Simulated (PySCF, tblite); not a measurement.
**C₅H₁₀FNSi₃: geometry, infrared bands and NMR shifts**

Aim: predict the infrared bands and NMR shifts of C₅H₁₀FNSi₃ (`C#C[Si@@](F)(C#CC)N([SiH3])[SiH3]`).

Computed with tblite 0.8.0 and PySCF 2.14.0, with density-fitted response routines of our own, on a single molecule in the gas phase. Atoms count from 0, in the outputs and in this text.

### 1 The starting structure

20 atoms, charge 0, multiplicity 1; geometry from: force field or distance geometry start.

Bonds of the start (Å): C0–C1 1.20, C1–Si2 1.89, Si2–F3 1.61, Si2–C4 1.88, C4–C5 1.19, C5–C6 1.46, Si2–N7 1.68, N7–Si8 1.69, N7–Si9 1.69, C0–H10 1.07, C6–H11 1.09, C6–H12 1.10, C6–H13 1.09, Si8–H14 1.47, Si8–H15 1.48, Si8–H16 1.48, Si9–H17 1.48, Si9–H18 1.48, Si9–H19 1.48.

### 2 Relaxing the molecule with GFN2-xTB

Job settings and geometry (Å):

```
{"job": {"kind": "relax", "xc": "GFN2-xTB", "basis": "xTB"}, "charge": 0, "multiplicity": 1}
C      0.079100     3.704800     0.861200
C      0.262900     2.666700     0.294000
Si     0.582900     1.017200    -0.575600
F      1.918900     1.257200    -1.436700
C      0.948300    -0.340200     0.674800
C      1.178600    -1.212700     1.456300
C      1.471600    -2.273200     2.417400
N     -0.659500     0.686700    -1.660600
Si    -0.220100    -0.574900    -2.692900
Si    -2.104300     0.311800    -0.868900
H     -0.106200     4.635500     1.351900
H      2.494000    -2.639800     2.309200
H      0.790000    -3.123100     2.285800
H      1.352800    -1.917100     3.444400
H      0.030300    -1.817600    -1.946800
H     -1.321200    -0.817500    -3.651100
H      0.964000    -0.193200    -3.488300
H     -1.990900    -0.944500    -0.089200
H     -3.185900     0.161900    -1.863500
H     -2.490400     1.422700     0.029600
```

Run with:

```console
$ OMP_NUM_THREADS=1 python probes_run.py task.json out
```

One launch serves the whole session: the jobs run in the order shown.

**Question.** This job is followed by: GFN2-xTB harmonic vibrations, gas phase; GIAO PBE0/pcSseg-1 NMR shielding, non-relativistic, gas phase. What will the session give for the following? strongest single infrared mode (GFN2-xTB); zero-point energy (GFN2-xTB); 13C shifts against TMS (PBE0/pcSseg-1); 1H shifts against TMS (PBE0/pcSseg-1, means over atoms taken as alike); 29Si shifts against TMS (PBE0/pcSseg-1, means over atoms taken as alike); 19F shifts against CFCl3 (PBE0/pcSseg-1); 15N shifts against NH3 (PBE0/pcSseg-1).

The runs gave:

| quantity | value |
| --- | --- |
| strongest single infrared mode (GFN2-xTB) | 812 cm⁻¹, 831 km/mol |
| zero-point energy (GFN2-xTB) | 76.7 kcal/mol |
| 13C shifts against TMS (PBE0/pcSseg-1) | 111.0, 100.8, 87.6, 83.9, 5.6 ppm |
| 1H shifts against TMS (PBE0/pcSseg-1, means over atoms taken as alike) | 4.86, 2.12, 1.90 ppm |
| 29Si shifts against TMS (PBE0/pcSseg-1, means over atoms taken as alike) | -50.1, -59.2 ppm |
| 19F shifts against CFCl3 (PBE0/pcSseg-1) | -147.8 ppm |
| 15N shifts against NH3 (PBE0/pcSseg-1) | 20.7 ppm |

In words: The optimisation took 97 steps and gained 0.555 eV; among the close pairs (by a distance rule), N7–Si8 changed most, from 1.688 to 1.749 Å. The lowest mode is slightly imaginary (12i cm⁻¹), a soft motion within the noise of the Hessian, so the minimum is not strictly shown. The strongest single mode, at 812 cm⁻¹, is carried by Si2, F3, H19, H17. Unscaled tight-binding wavenumbers are off by several per cent, some by more. Its intensities can rank the bands wrongly.
